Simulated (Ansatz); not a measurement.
I need a rigid scan of one bond length of CH4Se2, SMILES C[Se][SeH]. Use Ansatz 0.2.0 through its Python package. Settings (for the species named): r2SCAN, def2-SVP basis, multiplicity 1, D4 dispersion.

```tsv
atom	x (Å)	y (Å)	z (Å)
C	-0.6253	0.6844	0.0098
Se	-0.6098	-1.0326	0.8243
Se	1.0767	-1.7251	-0.6867
H	-0.8692	0.6401	-1.0773
H	0.3172	1.2171	0.0714
H	-1.4398	1.3619	0.5101
H	2.2114	-1.2139	0.3026
```

Script `scan_ch4se2.py`:
```python
import ansatz as az
import numpy as np

BASIS = "def2-SVP"
FUNCTIONAL = "r2SCAN"
DISPERSION = "d4"

geometry_ang = [
    ("C", [-0.6253, 0.6844, 0.0098]),
    ("Se", [-0.6098, -1.0326, 0.8243]),
    ("Se", [1.0767, -1.7251, -0.6867]),
    ("H", [-0.8692, 0.6401, -1.0773]),
    ("H", [0.3172, 1.2171, 0.0714]),
    ("H", [-1.4398, 1.3619, 0.5101]),
    ("H", [2.2114, -1.2139, 0.3026]),
]
geometry = az.Crystal.molecule()
for symbol, xyz in geometry_ang:
    geometry = geometry.atom(symbol, xyz)

symbols = [site.symbol for site in geometry.cartesian_sites]
start = np.array([site.position_ang for site in geometry.cartesian_sites])
axis = (start[1] - start[0]) / np.linalg.norm(start[1] - start[0])
moving = [1, 2, 6]
lengths, energies = [1.672, 1.748, 1.824, 1.9, 1.976, 2.052, 2.129, 2.243], []
for length in lengths:
    xyz = start.copy()
    xyz[moving] += (length - np.linalg.norm(start[1] - start[0])) * axis
    point = az.Crystal.molecule()
    for symbol, place in zip(symbols, xyz):
        point = point.atom(symbol, place.tolist())
    model = point.calculation().basis(gaussian=BASIS).functional(FUNCTIONAL, dispersion=DISPERSION)
    r = model.run(threads=1, backend="cpu").report
    energies.append(r["free_energy_ev"])
    print(f"r = {length:6.3f} A  E = {energies[-1]:.5f} eV  <S^2> = {abs(r['mean_field']['state']['spin_squared']):.3f}")

fit = np.polynomial.Polynomial.fit(lengths, np.array(energies) - min(energies), 4).convert()
roots = [r.real for r in fit.deriv().roots() if abs(r.imag) < 1e-9 and fit.deriv(2)(r.real) > 0]
r_e = min(roots, key=lambda r: abs(r - lengths[int(np.argmin(energies))]))
print(f"minimum of the fit at {r_e:.4f} A, force constant {fit.deriv(2)(r_e):.2f} eV/A^2")
```

Running `python scan_ch4se2.py` prints:
```text
r =  1.672 A  E = -131782.71510 eV  <S^2> = 0.000
r =  1.748 A  E = -131783.27762 eV  <S^2> = 0.000
r =  1.824 A  E = -131783.59465 eV  <S^2> = 0.000
r =  1.900 A  E = -131783.73538 eV  <S^2> = 0.000
r =  1.976 A  E = -131783.75064 eV  <S^2> = 0.000
r =  2.052 A  E = -131783.67781 eV  <S^2> = 0.000
r =  2.129 A  E = -131783.54241 eV  <S^2> = 0.000
r =  2.243 A  E = -131783.27120 eV  <S^2> = 0.000
minimum of the fit at 1.9470 A, force constant 17.29 eV/A^2
```

Total energies depend on the basis set; only differences at equal settings carry meaning. The rest of the molecule is held rigid at a force-field or estimated start geometry, and the basis set is modest; single-reference methods fail as a bond breaks. The orbitals are restricted, so S² is zero by construction. Hardware and time: 27 s on 1 thread of Intel(R) Xeon(R) Processor @ 2.30GHz, on a shared host, peak memory 0.27 GiB.
